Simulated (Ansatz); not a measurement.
# C3H4BrF: the cost of one run

Program: Ansatz 0.2.0, Gaussian basis. Level of theory: the settings change from run to run. These are calculated values, not measurements.

## (1) The geometry

The structure was relaxed beforehand with PBE0-D4 in a triple-zeta def2 set.

SMILES `C=C(Br)CF`, 9 atoms, charge 0, spin multiplicity 1.

Atoms are counted from 1 here; the program's logs count them from 0.

Bond lengths: C1–C2 1.319 Å, C1–H6 1.083 Å, C1–H7 1.081 Å, C2–Br3 1.891 Å, C2–C4 1.492 Å, C4–F5 1.374 Å, C4–H8 1.095 Å, C4–H9 1.095 Å. Angles: C2–C1–H6 119.0°, C2–C1–H7 122.1°, H6–C1–H7 118.9°, C1–C2–Br3 122.2°, C1–C2–C4 126.3°, Br3–C2–C4 111.5°, C2–C4–F5 110.8°, C2–C4–H8 110.2°, C2–C4–H9 110.2°, F5–C4–H8 108.6°, F5–C4–H9 108.6°, H8–C4–H9 108.5°.

## (2) B97M-V/def2-TZVPP

Options: charge -1, multiplicity 2, finite nuclei.

in.yaml reads:

```yaml
crystal:
  periodic: [false, false, false]
  atoms:
    - {symbol: C, position_ang: [0.550986, 0.811213, -1.013447]}
    - {symbol: C, position_ang: [0.474811, -0.124799, -0.087579]}
    - {symbol: Br, position_ang: [1.942826, -1.237193, 0.342747]}
    - {symbol: C, position_ang: [-0.722173, -0.453241, 0.740308]}
    - {symbol: F, position_ang: [-1.778779, 0.362874, 0.416174]}
    - {symbol: H, position_ang: [-0.321413, 1.419702, -1.219021]}
    - {symbol: H, position_ang: [1.457313, 0.991143, -1.574785]}
    - {symbol: H, position_ang: [-1.021492, -1.493622, 0.575264]}
    - {symbol: H, position_ang: [-0.493578, -0.322376, 1.803240]}
basis:
  gaussian: {orbitals: def2-TZVPP, nuclear_model: gaussian}
total_charge: -1
magnetization: {spin_polarized: true, initial_magnetization: 1}
hamiltonian: {xc: {name: B97M-V}}
output: {forces: true}
```

The run is started by

```sh
> ansatz run in.yaml --threads 4 --pin off --events-out ev --progress --plain --max-ram 10444MiB
```

What time and memory should one allow on 4 threads of Arm Neoverse V1, shared host?

About 2 min, with a peak of 0.88 GiB.
